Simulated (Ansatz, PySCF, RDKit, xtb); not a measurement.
**Solving CH5BGe+, step by step, part 1 of 2**

Only the formula CH5BGe+ is given (charge +1, odd number of electrons). Aim: find the structure of lowest free energy at 298.15 K, then its properties.

The funnel: GFN2-xTB relaxations, single points with a density functional, relaxations at PBE0-D3(BJ)/def2-SVP, harmonic vibrations, and a last energy at a higher level. All values are calculated.

7 further runs of the same task are left out: 7 set aside as unsound or not needed.

### 1 Drawing up candidates

All bonding patterns within simple valence rules are listed by program: one Lewis structure each, at most two rings and one unusual centre or charged pair. O–O, O–halogen and N–halogen bonds and N–N–N chains are not drawn. That gives 9 candidates.

```
label            SMILES     spin
 c289  [BH+][GeH2][CH2]  doublet
 c317   [CH2][B+][GeH3]  doublet
 c418   [BH][GeH+][CH3]  doublet
 c515       C[B][GeH2+]  doublet
 c529  [BH2][GeH+][CH2]  doublet
 c618  [CH2][BH][GeH2+]  doublet
 c770  [BH][CH2][GeH2+]  doublet
 c907   [BH+][CH][GeH3]  doublet
 c971      B[CH][GeH2+]  doublet
```

Candidates are built by distance geometry, with a force field where one applies, in up to four conformers (letters a to d). 10 starts with atoms placed at random are added, to find patterns that the rules miss.

### 2 Cheap relaxation of all starts

All 29 starts are relaxed the same way. One of them, c038 (atoms placed at random), in full:

File start.xyz:

```xyz
8
c038
C      1.417070     0.347130     0.580370
B      0.524080     1.380460     0.053180
Ge    -0.571980    -0.627530    -0.468270
H      0.484360    -0.981860     0.492930
H      1.554610    -0.278370    -0.458630
H     -0.235930     0.055510     0.580250
H     -0.670980     1.359860    -1.184340
H     -1.510230     0.452350    -1.122440
```

Run with:

```bash
$ xtb start.xyz --gfn 2 --opt --chrg 1 --uhf 1
```

The program printed, cut to the lines that bear on the results:

```text
* xtb version 6.7.1
[...]
          :  # basis functions                  23          :
[...]
          :  # electrons                        15          :
[...]
          :  Hamiltonian                  GFN2-xTB          :
[...]
          :  net charge                          1          :
          :  unpaired electrons                  1          :
[...]
   *** convergence criteria satisfied after 17 iterations ***
[...]
   *** GEOMETRY OPTIMIZATION CONVERGED AFTER 32 ITERATIONS ***
[...]
   *** convergence criteria satisfied after 3 iterations ***
[...]
         ::                     SUMMARY                     ::
         :::::::::::::::::::::::::::::::::::::::::::::::::::::
         :: total energy              -7.336331306318 Eh    ::
         :: gradient norm              0.000285701681 Eh/a0 ::
         :: HOMO-LUMO gap              2.021274039854 eV    ::
         ::.................................................::
         :: SCC energy                -7.408327805213 Eh    ::
         :: -> isotropic ES            0.088258108832 Eh    ::
         :: -> anisotropic ES         -0.012179238326 Eh    ::
         :: -> anisotropic XC          0.004507155399 Eh    ::
         :: -> dispersion             -0.002960269214 Eh    ::
         :: repulsion energy           0.071996498895 Eh    ::
         :: add. restraining           0.000000000000 Eh    ::
         :: total charge               1.000000000000 e     ::
         :::::::::::::::::::::::::::::::::::::::::::::::::::::
[...]
         8        1.0000           -0.5756276             -15.6636 (HOMO)
         9                         -0.5013471             -13.6423 (LUMO)
[...]
     #   Z          covCN         q      C6AA      α(0)
     1   6 C        3.600    -0.145    23.949     7.078
     2   5 B        4.462     0.077    21.368     7.448
     3  32 Ge       1.675     0.516   242.759    32.583
     4   1 H        0.924     0.146     1.420     1.864
     5   1 H        0.924     0.146     1.417     1.862
     6   1 H        0.928     0.035     2.515     2.480
     7   1 H        0.931     0.189     1.154     1.680
     8   1 H        0.925     0.035     2.512     2.479
[...]
     #   Z sym  total        # sym  WBO       # sym  WBO       # sym  WBO
 ---------------------------------------------------------------------------
     1   6 C    3.831 --     3 Ge   1.010     4 H    0.915     5 H    0.903
                             2 B    0.822     7 H    0.160
     2   5 B    3.597 --     1 C    0.822     6 H    0.817     8 H    0.749
                             7 H    0.641     3 Ge   0.559
     3  32 Ge   2.182 --     1 C    1.010     2 B    0.559     8 H    0.228
                             6 H    0.146     7 H    0.128
     4   1 H    0.979 --     1 C    0.915
     5   1 H    0.979 --     1 C    0.903
     6   1 H    0.999 --     2 B    0.817     3 Ge   0.146
     7   1 H    0.943 --     2 B    0.641     1 C    0.160     3 Ge   0.128
     8   1 H    0.999 --     2 B    0.749     3 Ge   0.228
 ---------------------------------------------------------------------------
[...]
molecular dipole:
                 x           y           z       tot (Debye)
 q only:       -0.205      -0.690      -0.423
   full:       -0.253      -1.588      -0.428       4.230
molecular quadrupole (traceless):
[...]
          | TOTAL ENERGY               -7.336331306318 Eh   |
          | GRADIENT NORM               0.000285701681 Eh/α |
          | HOMO-LUMO GAP               2.021274039854 eV   |
           -------------------------------------------------
[...]
```

Wall time 0.083 s (2 threads of Intel Xeon 6975P-C (Granite Rapids), shared host).

### 3 The minima found

29 of the 29 relaxations converged; 13 ended on a minimum already found. 16 distinct structures remain:

```
label             start            SMILES after     spin  energy (kcal/mol)           note
 c511            random       [BH2][CH2][GeH] ‡  doublet                0.0               
 c038            random      [BH3]1[CH2][Ge]1 ‡  doublet                0.8               
 c389            random      [CH3][H][BH][Ge] ‡  doublet               16.5               
 c609            random  [BH2][CH][Ge].[H][H] ‡  doublet               17.3     fell apart
c515a             drawn             C[B][GeH2+]  doublet               21.4               
c770b  drawn and random        [BH][CH2][GeH2+]  doublet               23.5               
 c799            random        [BH][CH2][GeH2+]  doublet               25.1               
c289b             drawn        [CH2][BH][GeH2+]  doublet               25.4  bonds changed
c971b             drawn            B[CH][GeH2+]  doublet               27.8               
c618b             drawn       [CH2][BH][GeH2] ‡  doublet               28.5               
c418a             drawn         [BH][GeH+][CH3]  doublet               29.9               
c418c             drawn         [BH][GeH+][CH3]  doublet               30.3               
c529b  drawn and random        [BH2][GeH+][CH2]  doublet               35.6               
 c329            random  [BH][CH][GeH].[H][H] ‡  doublet               38.5     fell apart
c907a             drawn         [BH+][CH][GeH3]  doublet               41.8               
c317a             drawn         [CH2][B+][GeH3]  doublet               48.2
```

‡ marks the bonded skeleton alone, with all bonds drawn single: no Lewis structure was assigned that passes a check against the bond lengths.

GFN2-xTB has no spin polarisation, so it can't rank spin states and is rough for open shells.

### 4 Single points on the low minima

A choice of the minima (the low ones first, few conformers of a pattern, up to a cap) and the lowest that fell apart get a single point at r2SCAN-D4/def2-SVP on the tight-binding geometry, and one at HF/STO-3G for comparison. The first, c511:

File input.yaml:

```yaml
basis:
  gaussian: {orbitals: def2-SVP}
crystal:
  periodic: [false, false, false]
  atoms:
    - {symbol: C, position_ang: [0.995515, -0.575440, 0.205908]}
    - {symbol: B, position_ang: [0.002055, 0.603386, 0.145250]}
    - {symbol: Ge, position_ang: [0.159162, -2.202012, -0.792588]}
    - {symbol: H, position_ang: [1.865848, -0.345179, -0.428671]}
    - {symbol: H, position_ang: [0.089200, 1.439050, 0.961733]}
    - {symbol: H, position_ang: [-0.809844, 0.727767, -0.692905]}
    - {symbol: H, position_ang: [1.380252, -0.908850, 1.174854]}
    - {symbol: H, position_ang: [-0.856949, -1.573073, -1.904950]}
total_charge: 1
magnetization: {spin_polarized: true, initial_magnetization: 1}
hamiltonian: {xc: r2scan, dispersion: d4}
scf: {lower_state_search: off}
output: {orbitals: {seedname: orbitals}}
```

Run with:

```bash
$ ansatz run input.yaml --threads 2 --pin off --max-ram 4350MiB --events-out events.jsonl --progress --plain --runs-dir runs
```

The program printed, cut to the lines that bear on the results:

```text
Warning: RAYON_NUM_THREADS=2 ignored (pool sized by the plan → 2); use --threads N
Functional definition: r2SCAN
  name "r2SCAN"
[...]
953 factors; their error is unknown
[...]
mean field -58292.81940996 eV, -2142.2216010237 hartree, gradient 4.1e-6 eV, S^2 0.756594; 0 other end points of the search recorded, 0 dependent functions left out
reference -58292.81942175 eV, -2142.2216014571 hartree; 24, 23 occupied and 61, 62 virtual orbitals, 953 factors
Total energy: -58292.84562566 eV, -2142.2225644330 hartree
Checks for a lower state left out: stability, starts, cluster_reference, orbital_swaps, neighbouring_geometries, increment
```

It took 1.3 s on 2 threads of Intel Xeon 6975P-C (Granite Rapids), shared host.

Relative energies in kcal/mol, each column from its lowest structure that stays in one piece:

```
label                  SMILES     spin  GFN2-xTB  HF/STO-3G  r2SCAN-D4/def2-SVP
c515a             C[B][GeH2+]  doublet      21.4        0.0                 0.0
c770b        [BH][CH2][GeH2+]  doublet      23.5       28.6                14.2
c618b       [CH2][BH][GeH2] ‡  doublet      28.5       28.5                17.3
c418a         [BH][GeH+][CH3]  doublet      29.9       11.4                17.4
 c511       [BH2][CH2][GeH] ‡  doublet       0.0       18.9                17.6
 c799        [BH][CH2][GeH2+]  doublet      25.1       37.0                19.8
 c038      [BH3]1[CH2][Ge]1 ‡  doublet       0.8       56.1                20.5
c289b        [CH2][BH][GeH2+]  doublet      25.4       18.9                21.4
c971b            B[CH][GeH2+]  doublet      27.8       12.8                24.0
 c389      [CH3][H][BH][Ge] ‡  doublet      16.5       72.9                26.2
 c609  [BH2][CH][Ge].[H][H] ‡  doublet      17.3       63.9                47.4
```

‡ marks the bonded skeleton alone, with all bonds drawn single: no Lewis structure was assigned that passes a check against the bond lengths.

### 5 Relaxing the best candidates

6 candidates are relaxed at PBE0-D3(BJ)/def2-SVP (chosen among the lowest in one piece). The first, c515a:

File input.yaml:

```yaml
basis:
  gaussian: {orbitals: def2-SVP}
crystal:
  periodic: [false, false, false]
  atoms:
    - {symbol: C, position_ang: [-1.789902, -0.775859, 0.316374]}
    - {symbol: B, position_ang: [-0.863186, -0.134167, 1.289193]}
    - {symbol: Ge, position_ang: [0.307184, 0.731171, 2.511103]}
    - {symbol: H, position_ang: [-1.694983, -0.282208, -0.661777]}
    - {symbol: H, position_ang: [-2.851442, -0.684897, 0.576663]}
    - {symbol: H, position_ang: [-1.600404, -1.838022, 0.123780]}
    - {symbol: H, position_ang: [1.281368, 1.786552, 2.093270]}
    - {symbol: H, position_ang: [0.354126, 0.402728, 3.969117]}
total_charge: 1
magnetization: {spin_polarized: true, initial_magnetization: 1}
hamiltonian: {xc: pbe0, dispersion: d3bj}
relax: {f_tol: 0.003}
```

Run with:

```bash
$ ansatz run input.yaml --threads 2 --pin off --max-ram 4350MiB --events-out events.jsonl --progress --plain --runs-dir runs
```

The program printed, cut to the lines that bear on the results:

```text
Warning: RAYON_NUM_THREADS=2 ignored (pool sized by the plan → 2); use --threads N
[...]
Functional definition: PBE0
  name "PBE0"
[...]
947 factors; integrals over basis functions are off by at most 3.3e-4 eV
[...]
mean field -58285.41834096 eV, -2141.9496167547 hartree, gradient 2.5e-5 eV, S^2 0.753241; 0 other end points of the search recorded, 0 dependent functions left out
[...]
reference -58285.41836680 eV, -2141.9496177044 hartree; 24, 23 occupied and 61, 62 virtual orbitals, 947 factors
relax step   1: F+E_penalty+E_count = -58285.53577472 eV  Δ(F+E_penalty+E_count) = +0.000e0 eV  max|allowed force component| = 8.065e-1 eV/Å  Δτ_max = 0.0000 Å  (30 SCF iters, accepted)
[...]
relax step   4: F+E_penalty+E_count = -58285.62934996 eV  Δ(F+E_penalty+E_count) = -6.516e-6 eV  max|allowed force component| = 7.882e-2 eV/Å  Δτ_max = 0.0189 Å  (34 SCF iters, accepted)
[...]
reference -58285.51275046 eV, -2141.9530862398 hartree; 24, 23 occupied and 61, 62 virtual orbitals, 947 factors
Total energy: -58285.62966373 eV, -2141.9573827235 hartree
Atom 0 at    -1.805150    -0.781649     0.312486 Å, force    -0.000327    -0.000465    -0.000551 eV/Å
Atom 1 at    -0.888351    -0.135528     1.288059 Å, force     0.000574     0.000647     0.000862 eV/Å
Atom 2 at     0.337689     0.747027     2.536384 Å, force    -0.000085    -0.000407     0.000150 eV/Å
Atom 3 at    -1.623894    -0.285724    -0.666427 Å, force    -0.000147    -0.000074     0.000082 eV/Å
Atom 4 at    -2.870338    -0.630172     0.566126 Å, force     0.000031     0.000137    -0.000020 eV/Å
Atom 5 at    -1.594333    -1.858650     0.180173 Å, force     0.000204     0.000165     0.000100 eV/Å
Atom 6 at     1.242385     1.849196     2.012506 Å, force     0.000119     0.000300    -0.000542 eV/Å
Atom 7 at     0.344753     0.300798     3.988415 Å, force    -0.000370    -0.000302    -0.000081 eV/Å
Dipole moment:    -0.322633    -0.223139    -0.357064 e Å
```

Run time: 23 s. Hardware: 2 threads of Intel Xeon 6975P-C (Granite Rapids), shared host.

Energy change by step (eV): 0.0000, -0.0849, -0.0936, -0.0936, -0.0938, -0.0938, -0.0938, -0.0938, -0.0939, -0.0939, -0.0939, -0.0939.

After the run. Bond lengths: C1–B2 1.487 Å, B2–Ge3 1.960 Å, C1–H4 1.112 Å, C1–H5 1.105 Å, C1–H6 1.105 Å, Ge3–H7 1.519 Å, Ge3–H8 1.519 Å. Angles: C1–B2–Ge3 178.5°, B2–C1–H4 106.5°, B2–C1–H5 112.6°, B2–C1–H6 112.6°, B2–Ge3–H7 118.7°, B2–Ge3–H8 118.7°, H4–C1–H5 107.3°, H4–C1–H6 107.3°, H5–C1–H6 110.2°, H7–Ge3–H8 122.7°.

### 6 Ranking at PBE0-D3(BJ)/def2-SVP

```
label     spin  r2SCAN-D4/def2-SVP (kcal/mol)  PBE0-D3(BJ)/def2-SVP, relaxed (kcal/mol)  time                               note
c515a  doublet                            0.0                                       0.0  23 s                                   
 c511  doublet                           17.6                                       8.4  44 s  rearranged to [BH2]1[CH2][GeH]1 ‡
c618b  doublet                           17.3                                      11.1  44 s              same minimum as c770b
 c799  doublet                           19.8                                      11.1  38 s              same minimum as c770b
c770b  doublet                           14.2                                      11.1  19 s                                   
c418a  doublet                           17.4                                      16.3  15 s
```

‡ marks the bonded skeleton alone, with all bonds drawn single: no Lewis structure was assigned that passes a check against the bond lengths.

c515a: Bond lengths: C1–B2 1.487 Å, B2–Ge3 1.960 Å, C1–H4 1.112 Å, C1–H5 1.105 Å, C1–H6 1.105 Å, Ge3–H7 1.519 Å, Ge3–H8 1.519 Å. Angles: C1–B2–Ge3 178.5°, B2–C1–H4 106.5°, B2–C1–H5 112.6°, B2–C1–H6 112.6°, B2–Ge3–H7 118.7°, B2–Ge3–H8 118.7°, H4–C1–H5 107.3°, H4–C1–H6 107.3°, H5–C1–H6 110.2°, H7–Ge3–H8 122.7°.

c511: Bond lengths: C1–B2 1.554 Å, C1–Ge3 1.940 Å, C1–H4 1.103 Å, B2–H5 1.199 Å, B2–H6 1.281 Å, C1–H7 1.105 Å, Ge3–H8 1.554 Å. Angles: B2–C1–Ge3 83.1°, C1–B2–H5 132.7°, C1–B2–H6 114.3°, B2–C1–H4 118.8°, B2–C1–H7 111.8°, Ge3–C1–H4 116.9°, Ge3–C1–H7 115.2°, C1–Ge3–H8 117.9°, H5–B2–H6 113.0°, H4–C1–H7 109.1°.

c618b: Bond lengths: C1–B2 1.452 Å, C1–Ge3 2.039 Å, C1–H4 1.104 Å, C1–H5 1.104 Å, B2–H6 1.189 Å, Ge3–H7 1.531 Å, Ge3–H8 1.531 Å. Angles: B2–C1–Ge3 92.5°, C1–B2–H6 178.1°, B2–C1–H4 115.8°, B2–C1–H5 115.8°, Ge3–C1–H4 109.4°, Ge3–C1–H5 109.4°, C1–Ge3–H7 111.7°, C1–Ge3–H8 111.7°, H4–C1–H5 111.9°, H7–Ge3–H8 119.2°. A long bond or contact: B2–Ge3 2.554 Å.

c799: Bond lengths: C1–B2 1.452 Å, C1–Ge3 2.039 Å, Ge3–H4 1.531 Å, B2–H5 1.189 Å, C1–H6 1.104 Å, C1–H7 1.104 Å, Ge3–H8 1.531 Å. Angles: B2–C1–Ge3 92.5°, C1–B2–H5 178.1°, B2–C1–H6 115.8°, B2–C1–H7 115.8°, Ge3–C1–H6 109.4°, Ge3–C1–H7 109.4°, C1–Ge3–H4 111.7°, C1–Ge3–H8 111.7°, H6–C1–H7 111.9°, H4–Ge3–H8 119.2°. A long bond or contact: B2–Ge3 2.554 Å.

### 7 Vibrations and thermal terms

The lowest few in one piece go on as finalists (c418a drops out). Harmonic vibrations at PBE0-D3(BJ)/def2-SVP test each finalist and give the zero-point energy and the thermal terms. The first, c515a:

File input.yaml:

```yaml
crystal:
  periodic: [false, false, false]
  atoms:
    - {symbol: C, position_ang: [-1.805150, -0.781649, 0.312486]}
    - {symbol: B, position_ang: [-0.888351, -0.135528, 1.288059]}
    - {symbol: Ge, position_ang: [0.337689, 0.747027, 2.536384]}
    - {symbol: H, position_ang: [-1.623894, -0.285724, -0.666427]}
    - {symbol: H, position_ang: [-2.870338, -0.630172, 0.566126]}
    - {symbol: H, position_ang: [-1.594333, -1.858650, 0.180173]}
    - {symbol: H, position_ang: [1.242385, 1.849196, 2.012506]}
    - {symbol: H, position_ang: [0.344753, 0.300798, 3.988415]}
basis:
  gaussian:
    orbitals: def2-SVP
scf:
  lower_state_search: "off"
hamiltonian:
  xc: {name: PBE0}
  dispersion: d3bj
phonons: {}
total_charge: 1
magnetization:
  spin_polarized: true
  initial_magnetization: 1
```

Run with:

```bash
$ ansatz run input.yaml --threads 2 --pin off --max-ram 4350MiB --events-out events.jsonl --progress --plain --runs-dir runs
```

The program printed, cut to the lines that bear on the results:

```text
Warning: RAYON_NUM_THREADS=2 ignored (pool sized by the plan → 2); use --threads N
Functional definition: PBE0
  name "PBE0"
[...]
947 factors; integrals over basis functions are off by at most 3.1e-4 eV
[...]
mean field -58285.51272669 eV, -2141.9530853665 hartree, gradient 4.6e-6 eV, S^2 0.753277; 0 other end points of the search recorded, 0 dependent functions left out
[...]
reference -58285.51275275 eV, -2141.9530863242 hartree; 24, 23 occupied and 61, 62 virtual orbitals, 947 factors
[...]
947 factors; integrals over basis functions are off by at most 3.1e-4 eV
mean field -58285.51256159 eV, -2141.9530792989 hartree, gradient 2.0e-6 eV, S^2 0.753275; 0 other end points of the search recorded, 0 dependent functions left out
[...]
reference -58285.51258765 eV, -2141.9530802566 hartree; 24, 23 occupied and 61, 62 virtual orbitals, 947 factors
[...]
947 factors; integrals over basis functions are off by at most 3.1e-4 eV
[...]
Atom 1 at    -0.888351    -0.135528     1.288059 Å, force     0.000590     0.000641     0.000874 eV/Å
Atom 2 at     0.337689     0.747027     2.536384 Å, force    -0.000162    -0.000388     0.000124 eV/Å
Atom 3 at    -1.623894    -0.285724    -0.666427 Å, force    -0.000134    -0.000084     0.000077 eV/Å
Atom 4 at    -2.870338    -0.630172     0.566126 Å, force     0.000027     0.000147    -0.000028 eV/Å
Atom 5 at    -1.594333    -1.858650     0.180173 Å, force     0.000194     0.000172     0.000118 eV/Å
Atom 6 at     1.242385     1.849196     2.012506 Å, force     0.000126     0.000289    -0.000489 eV/Å
Atom 7 at     0.344753     0.300798     3.988415 Å, force    -0.000311    -0.000299    -0.000115 eV/Å
Dipole moment:    -0.322633    -0.223140    -0.357065 e Å
Vibrations: 63.06 196.69 206.44 355.88 450.47 468.71 708.64 748.43 802.48 1184.90 1319.42 1338.31 1389.17 2237.49 2271.34 3000.83 3092.60 3133.78 cm⁻¹, zero-point energy 1.423876 eV
Checks for a lower state left out: stability, starts, cluster_reference, orbital_swaps, neighbouring_geometries, increment
```

Run time: 48 s. Hardware: 2 threads of Intel Xeon 6975P-C (Granite Rapids), shared host.

### 8 Zero-point energy and free-energy terms

At 298.15 K and 1 atm, ideal gas, rigid rotor and harmonic oscillator:

```
label               SMILES     spin  point group  lowest mode (cm⁻¹)  zero-point (kcal/mol)  G − E (kcal/mol)
c515a          C[B][GeH2+]  doublet           Cs                  63                   32.8              14.2
 c511  [BH2]1[CH2][GeH]1 ‡  doublet           C1                 175                   32.7              14.5
c770b     [BH][CH2][GeH2+]  doublet           Cs                 186                   31.8              13.8
```

Chiral structures get −RT ln 2 for their mirror image.

‡ marks the bonded skeleton alone, with all bonds drawn single: no Lewis structure was assigned that passes a check against the bond lengths.

### 9 Energies at the top level

Each finalist gets a single point at CCSD(T)/def2-SVP + MP2/def2-TZVPP - MP2/def2-SVP.

c515a, CCSD(T)/def2-SVP:

Changes to input.yaml since step 7:

```diff
@@ -14,8 +14,2 @@
     orbitals: def2-SVP
-scf:
-  lower_state_search: "off"
-hamiltonian:
-  xc: {name: PBE0}
-  dispersion: d3bj
-phonons: {}
 total_charge: 1
@@ -24 +18,6 @@
   initial_magnetization: 1
+correlation:
+  method: ccsd_t
+  frozen_orbitals: {C: 1, H: 0, B: 1, Ge: 9}
+scf:
+  omitted_lower_state_checks: [cluster_reference]
```

Run with:

```bash
$ ansatz run input.yaml --threads 2 --pin off --max-ram 4350MiB --events-out events.jsonl --progress --plain --runs-dir runs
```

The program printed, cut to the lines that bear on the results:

```text
Warning: RAYON_NUM_THREADS=2 ignored (pool sized by the plan → 2); use --threads N
Functional definition: HF
  name "HF"
[...]
868 factors; integrals over basis functions are off by at most 1.2e-3 eV
[...]
mean field -58237.83492756 eV, -2140.2009585655 hartree, gradient 2.5e-6 eV, S^2 0.757766; 2 other end points of the search recorded, 0 dependent functions left out
11 core orbitals not correlated: weight in the atoms' cores, before any rotation towards them, 1.000 or more for the frozen orbitals, at most 0.000 for the correlated occupied ones
reference -58237.83492756 eV, -2140.2009585655 hartree; 13, 12 occupied and 61, 62 virtual orbitals, 868 factors
second order -11.32244860 eV of doubles, -0.00000000 eV of singles
cycle   1  -11.76135544 eV  change   -4.4e-1 eV  update   8.7e-2
[...]
cycle   9  -12.24085671 eV  change   -3.1e-6 eV  update   2.4e-5
perturbative correction -0.37610997 eV, -0.0138217866 hartree
Total energy: -58250.45189425 eV, -2140.6646235392 hartree
Checks for a lower state left out: cluster_reference
```

Run time: 7.5 s. Hardware: 2 threads of Intel Xeon 6975P-C (Granite Rapids), shared host; peak memory 0.53 GiB.

(Continued in part 2 of 2.)
